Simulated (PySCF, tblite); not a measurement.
**C7H10F+: geometry, infrared bands and NMR shifts**

What infrared bands and NMR shifts should C7H10F+ (`C[C@H]1C[CH+]C=C(F)C1`) show?

Programs: tblite 0.8.0 and PySCF 2.14.0, with density-fitted response routines of our own. Each step states its level of theory. These are calculated values for one molecule in the gas phase, unless marked as measured. Atoms count from 0, in the outputs and in this text.

## (1) The starting structure

18 atoms, charge 1, multiplicity 1; geometry from: force field or distance geometry start.

Bonds of the start (Å): C0–C1 1.49, C1–C2 1.51, C2–C3 1.48, C3–C4 1.47, C4–C5 1.31, C5–F6 1.37, C5–C7 1.48, C7–C1 1.52, C0–H8 1.13, C0–H9 1.13, C0–H10 1.10, C1–H11 1.12, C2–H12 1.10, C2–H13 1.11, C3–H14 1.06, C4–H15 1.09, C7–H16 1.12, C7–H17 1.09.

## (2) Geometry optimisation with GFN2-xTB

What the job is given:

```
{"job": {"kind": "relax", "xc": "GFN2-xTB", "basis": "xTB"}, "charge": 1, "multiplicity": 1}
C     -1.342800     0.678500    -0.807000
C     -0.955700    -0.121600     0.386300
C     -0.289400    -1.430600     0.055700
C      0.989000    -1.210300    -0.656500
C      1.739300     0.039500    -0.496700
C      1.261200     0.904000     0.362300
F      1.931900     2.083300     0.523400
C      0.055600     0.686000     1.187800
H     -1.713100    -0.010400    -1.617200
H     -2.221700     1.308700    -0.492000
H     -0.562100     1.361200    -1.168300
H     -1.858100    -0.249900     1.037800
H     -0.968600    -2.073300    -0.526700
H     -0.027800    -1.937800     1.009900
H      1.375100    -1.991100    -1.267200
H      2.635100     0.220500    -1.087800
H      0.302300     0.085400     2.102500
H     -0.359000     1.664300     1.441900
```

The run is started by

```sh
$ OMP_NUM_THREADS=1 python probes_run.py task.json out
```

This one command runs all jobs of the session in turn.

**Question.** This job is followed by: GFN2-xTB harmonic vibrations, gas phase; GIAO PBE0/pcSseg-1 NMR shielding, non-relativistic, gas phase. What will the session give for the following? strongest single infrared mode (GFN2-xTB); zero-point energy (GFN2-xTB); 13C shifts against TMS (PBE0/pcSseg-1); 1H shifts against TMS (PBE0/pcSseg-1, means over atoms taken as alike); 19F shifts against CFCl3 (PBE0/pcSseg-1).

The runs gave:

| quantity | value |
| --- | --- |
| strongest single infrared mode (GFN2-xTB) | 1518 cm⁻¹, 454 km/mol |
| zero-point energy (GFN2-xTB) | 93.6 kcal/mol |
| 13C shifts against TMS (PBE0/pcSseg-1) | 235.4, 229.5, 131.2, 45.9, 42.7, 32.4, 20.2 ppm |
| 1H shifts against TMS (PBE0/pcSseg-1, means over atoms taken as alike) | 10.21, 7.67, 3.88, 3.82, 3.79, 3.60, 3.01, 1.45 ppm |
| 19F shifts against CFCl3 (PBE0/pcSseg-1) | 87.5 ppm |

**Reading.** The optimisation took 62 steps and gained 0.765 eV; among the close pairs (by a distance rule), C3–C4 changed most, from 1.466 to 1.373 Å. All 48 modes are real, so the xTB geometry is a minimum. The strongest single mode, at 1518 cm⁻¹, moves mainly C4 and C3. GFN2-xTB is a fitted tight-binding method: band positions and strengths are rough. Its intensities can rank the bands wrongly. At PBE0/pcSseg-1: Shielding is most anisotropic at F6 (span 493 ppm, paramagnetic term -389 ppm).
